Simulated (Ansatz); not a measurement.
# CH4FGe radical: how energies converge with the basis set

Aim: see how fast density functionals converge with the basis set for CH4FGe radical.

Program: Ansatz 0.2.0, Gaussian basis. Level of theory: one geometry, several basis sets. These are calculated values, not measurements.

The runs, in order: PBE0-D4/def2-SVP; ωB97M-V/def2-SVP; PBE0-D4/def2-QZVPP; ωB97M-V/def2-QZVPP; the functionals' def2-TZVPP values are taken from earlier runs.

## 1. The geometry

An earlier PBE0-D4 in a triple-zeta def2 set relaxation fixed the geometry.

SMILES `[CH3][GeH][F]`, 7 atoms, charge 0, spin multiplicity 2.

Atoms are counted from 1 here; the program's logs count them from 0.

Bond lengths: C1–Ge2 1.955 Å, C1–H4 1.091 Å, C1–H5 1.092 Å, C1–H6 1.089 Å, Ge2–F3 1.753 Å, Ge2–H7 1.557 Å. Angles: Ge2–C1–H4 109.9°, Ge2–C1–H5 108.3°, Ge2–C1–H6 110.3°, H4–C1–H5 109.5°, H4–C1–H6 109.4°, H5–C1–H6 109.3°, C1–Ge2–F3 105.2°, C1–Ge2–H7 113.4°, F3–Ge2–H7 104.5°.

As a file:

```xyz
7

C    -0.6203    0.4948   -0.3391
Ge    0.9340   -0.6737   -0.1397
F     0.3848   -2.0034    0.8622
H    -0.3350    1.4068   -0.8651
H    -0.9884    0.7480    0.6579
H    -1.4069   -0.0134   -0.8955
H     2.0930   -0.0271    0.6735
```

## 2. PBE0-D4 in def2-SVP

in.yaml reads:

```yaml
crystal:
  periodic: [false, false, false]
  atoms:
    - {symbol: C, position_ang: [-0.620339, 0.494824, -0.339102]}
    - {symbol: Ge, position_ang: [0.933991, -0.673721, -0.139710]}
    - {symbol: F, position_ang: [0.384815, -2.003408, 0.862201]}
    - {symbol: H, position_ang: [-0.334995, 1.406753, -0.865058]}
    - {symbol: H, position_ang: [-0.988391, 0.747983, 0.657875]}
    - {symbol: H, position_ang: [-1.406867, -0.013442, -0.895501]}
    - {symbol: H, position_ang: [2.092985, -0.027087, 0.673497]}
basis:
  gaussian: {orbitals: def2-SVP}
magnetization: {spin_polarized: true, initial_magnetization: 1}
hamiltonian: {xc: pbe0, dispersion: d4}
output: {orbitals: {seedname: orbitals}}
```

Launch:

```
ansatz run in.yaml --threads 4 --pin off --events-out ev --progress --plain --max-ram 10444MiB
```

The runs that follow: ωB97M-V in def2-SVP; PBE0-D4 in def2-QZVPP; ωB97M-V in def2-QZVPP.

Q: Predict the results of all the runs planned. Wanted: PBE0-D4: double and triple zeta above quadruple; ωB97M-V: double and triple zeta above quadruple.

**Answer**, as computed:

| quantity | value |
| --- | --- |
| PBE0-D4: double and triple zeta above quadruple | 13.32, 1.46 eV |
| ωB97M-V: double and triple zeta above quadruple | 13.42, 1.42 eV |

What this shows: For PBE0-D4 the step from double to triple zeta gains 11.87 eV and the next only 1.46 eV. These are total energies; as a rule much of such shifts cancels in differences, which this series doesn't test.
